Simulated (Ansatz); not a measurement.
**C2HF3Ge: up Jacob's ladder to CCSD(T)**

An exercise on one series of results from a longer session: the logs are not shown, and one member is left open.

Computed with Ansatz 0.2.0, Gaussian basis. Level: functionals in def2-TZVPP, the program's frozen cores in correlated methods.

The runs, in order: LDA (SPW92), PBE-D4, revPBE-D4, BLYP-D4, r2SCAN-D4, B97M-V, PBE0-D4, B3LYP-D4, r2SCANh-D4, r2SCAN0-D4, HSE06-D4, BHLYP-D4, CAM-B3LYP-D4, LC-ωPBE, ωB97X-V, ωB97M-V, B2PLYP, PBE-QIDH; CCSD(T)/def2-SVP; CCSD(T)/def2-TZVPP; MP2/def2-QZVPP; extrapolation to the limit; RPA on PBE.

## Structure used throughout

All runs share one geometry, relaxed beforehand with PBE0-D4 in a triple-zeta def2 set.

7 atoms, charge 0, spin multiplicity 1.

Atoms are counted from 1 here; the program's logs count them from 0.

Bond lengths: C1–C2 1.202 Å, C1–H7 1.067 Å, C2–Ge3 1.860 Å, Ge3–F4 1.703 Å, Ge3–F5 1.703 Å, Ge3–F6 1.703 Å. Angles: C2–C1–H7 180.0°, C1–C2–Ge3 180.0°, C2–Ge3–F4 112.1°, C2–Ge3–F5 112.1°, C2–Ge3–F6 112.1°, F4–Ge3–F5 106.7°, F4–Ge3–F6 106.7°, F5–Ge3–F6 106.7°.

Set-up of the first run:

Input file in.yaml:

```yaml
crystal:
  periodic: [false, false, false]
  atoms:
    - {symbol: C, position_ang: [0.576564, -1.925378, 0.422949]}
    - {symbol: C, position_ang: [0.242531, -0.798916, 0.170398]}
    - {symbol: Ge, position_ang: [-0.274131, 0.944376, -0.220420]}
    - {symbol: F, position_ang: [-1.801075, 1.008027, -0.971545]}
    - {symbol: F, position_ang: [0.820267, 1.717420, -1.271367]}
    - {symbol: F, position_ang: [-0.376067, 1.911876, 1.177204]}
    - {symbol: H, position_ang: [0.873109, -2.925505, 0.647180]}
basis:
  gaussian: {orbitals: def2-TZVPP}
hamiltonian: {xc: lda}
output: {orbitals: {seedname: orbitals}}
```

Launch:

```
ansatz run in.yaml --threads 4 --pin off --events-out ev --progress --plain --max-ram 10444MiB
```

Among the steps run: LDA; PBE-D4 (GGA); revPBE-D4 (GGA); BLYP-D4 (GGA); r2SCAN-D4 (meta-GGA); B97M-V (meta-GGA); B3LYP-D4 (hybrid); r2SCANh-D4 (hybrid); r2SCAN0-D4 (hybrid); HSE06-D4 (hybrid); BHLYP-D4 (hybrid); CAM-B3LYP-D4 (range-separated); LC-ωPBE (range-separated); ωB97X-V (range-separated); ωB97M-V (range-separated); B2PLYP (double hybrid); PBE-QIDH (double hybrid).

One of the session's tables, all rows but one given; the rest of the session is left out.

It belongs to the step «Frontier levels by functional». 

```
  functional  HOMO (eV)  gap (eV)
 LDA (SPW92)      -8.57      6.20
      PBE-D4      -8.33      6.27
   revPBE-D4      -8.24      6.30
     BLYP-D4          ?         ?
   r2SCAN-D4      -8.61      6.76
      B97M-V      -8.56      6.78
     PBE0-D4      -9.64      8.51
    B3LYP-D4      -9.37      8.01
  r2SCANh-D4      -9.10      7.59
  r2SCAN0-D4      -9.83      8.82
    HSE06-D4      -9.23      7.72
    BHLYP-D4     -10.76     10.65
CAM-B3LYP-D4     -11.04     11.03
     LC-ωPBE     -12.51     13.72
     ωB97X-V     -12.06     13.18
     ωB97M-V     -11.93     12.93
```

**Question.** Estimate the row for BLYP-D4.

Worked estimate for «HOMO (eV)». Against the share of exact exchange, B3LYP-D4 (0.2, -9.37), BHLYP-D4 (0.5, -10.76) give a slope of -4.63 per unit share; at 0 the line stands at -8.44.

**Answer.** HOMO (eV): -8.15; gap (eV): 6.22. In «HOMO (eV)» the line misses by -0.29.
